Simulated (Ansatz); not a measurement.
**CHBFN: how energies converge with the basis set**

The task here is to estimate one member of a computed series from the others.

The runs use Ansatz 0.2.0, Gaussian basis; one geometry, several basis sets.

The runs, in order: PBE0-D4/def2-SVP; ωB97M-V/def2-SVP; PBE0-D4/def2-QZVPP; ωB97M-V/def2-QZVPP; CCSD(T)/cc-pV(D+d)Z; CCSD(T)/cc-pV(T+d)Z; CCSD(T)/cc-pV(Q+d)Z; the functionals' def2-TZVPP values are taken from earlier runs.

## The geometry

The geometry comes from an earlier relaxation with PBE0-D4 in a triple-zeta def2 set; it is a stationary point.

SMILES `N#CBF`, 5 atoms, charge 0, spin multiplicity 1.

Atoms are counted from 1 here; the program's logs count them from 0.

Bond lengths: N1–C2 1.151 Å, C2–B3 1.544 Å, B3–F4 1.309 Å, B3–H5 1.190 Å. Angles: N1–C2–B3 177.2°, C2–B3–F4 118.4°, C2–B3–H5 121.3°, F4–B3–H5 120.4°.

The first run:

Input file in.yaml:

```yaml
crystal:
  periodic: [false, false, false]
  atoms:
    - {symbol: N, position_ang: [0.699021, -1.305439, 1.492003]}
    - {symbol: C, position_ang: [0.307902, -0.606960, 0.664453]}
    - {symbol: B, position_ang: [-0.159847, 0.376936, -0.429785]}
    - {symbol: F, position_ang: [-1.223530, 0.070495, -1.128270]}
    - {symbol: H, position_ang: [0.426254, 1.391269, -0.639801]}
basis:
  gaussian: {orbitals: def2-SVP}
hamiltonian: {xc: pbe0, dispersion: d4}
output: {orbitals: {seedname: orbitals}}
```

The run is started by

```
$ ansatz run in.yaml --threads 2 --pin off --events-out ev --progress --plain --max-ram 32768MiB --backend cpu
```

Steps of the session up to this table: PBE0-D4 in def2-SVP; ωB97M-V in def2-SVP; PBE0-D4 in def2-QZVPP; ωB97M-V in def2-QZVPP.

One table of the session follows, with a row left open; its other results are not shown here.

It belongs to the step «Functionals by basis». 

```
functional       basis  HOMO (eV)  LUMO (eV)
   PBE0-D4    def2-SVP          ?          ?
   PBE0-D4  def2-TZVPP     -10.36      -2.77
   PBE0-D4  def2-QZVPP     -10.37      -2.80
   ωB97M-V    def2-SVP     -12.58      -0.40
   ωB97M-V  def2-TZVPP     -12.69      -0.61
   ωB97M-V  def2-QZVPP     -12.71      -0.66
```

Q: Estimate the row for PBE0-D4, def2-SVP from the others.

**Answer.** HOMO (eV): -10.28; LUMO (eV): -2.63. In the column «HOMO (eV)» it is the highest.
